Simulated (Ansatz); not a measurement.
# F₂GeH₂O, SMILES [OH][GeH]([F])[F]: a polarisability from point charges

Computed with Ansatz 0.2.0 through its Python package.

Script `f2geh2o_field.py`:
```python
"""Dipole of F2GeH2O in the field of point charges."""

import ansatz
import numpy as np

geometry_ang = [
    ("O", (0.2571, 0.5739, -1.2706)),
    ("Ge", (0.0834, -0.2594, 0.272)),
    ("F", (1.2114, -1.5757, 0.2788)),
    ("F", (-1.4627, -0.888, 0.455)),
    ("H", (-0.4414, 1.3526, -1.2196)),
    ("H", (0.3943, 0.7326, 1.4382)),
]
system = ansatz.Crystal.molecule()
for symbol, xyz in geometry_ang:
    system = system.atom(symbol, xyz)

base = system.calculation().basis(gaussian="def2-SVPD").functional("cam_b3lyp").forces()
# charges +q and -q at -R and +R make a nearly even field 2 k q / R^2 at the centre
centre = np.mean([site.position_ang for site in system.cartesian_sites], axis=0)
field = 2 * 14.399645 * 4.0 / 30.0 ** 2


def dipole(axis, sign):
    arm = 30.0 * np.eye(3)[axis]
    pair = [{"charge": sign * 4.0, "position_ang": (centre - arm).tolist()}, {"charge": -sign * 4.0, "position_ang": (centre + arm).tolist()}]
    deck = base.input().set(ansatz.key.basis.gaussian.point_charges, pair)
    return np.array(ansatz.Session.from_dict(deck).plan().execute().report["charge_distribution"]["dipole_moment_e_ang"])


print(f"field {field:.4f} V/A")
alpha = np.array([(dipole(axis, 1) - dipole(axis, -1)) / (2 * field) * 14.399645 for axis in range(3)])
print("polarisability tensor (A^3)")
print(np.array2string(alpha, precision=3, suppress_small=True))
print(f"mean {np.trace(alpha) / 3:.3f} A^3 = {np.trace(alpha) / 3 / 0.14818471:.2f} bohr^3")
```

```console
$ python f2geh2o_field.py
field 0.1280 V/A
polarisability tensor (A^3)
[[ 4.733 -0.133  0.037]
 [-0.138  5.036 -0.155]
 [ 0.038 -0.152  5.075]]
mean 4.948 A^3 = 33.39 bohr^3
```

The settings weren't tested for convergence. The geometry is a force-field or estimated start, not a minimum of this method, and the basis set is short of its limit. The field of two point charges is only nearly even. The whole script took 40 s on 1 thread of Arm Neoverse V1, on a shared host, peak memory 0.4 GiB.
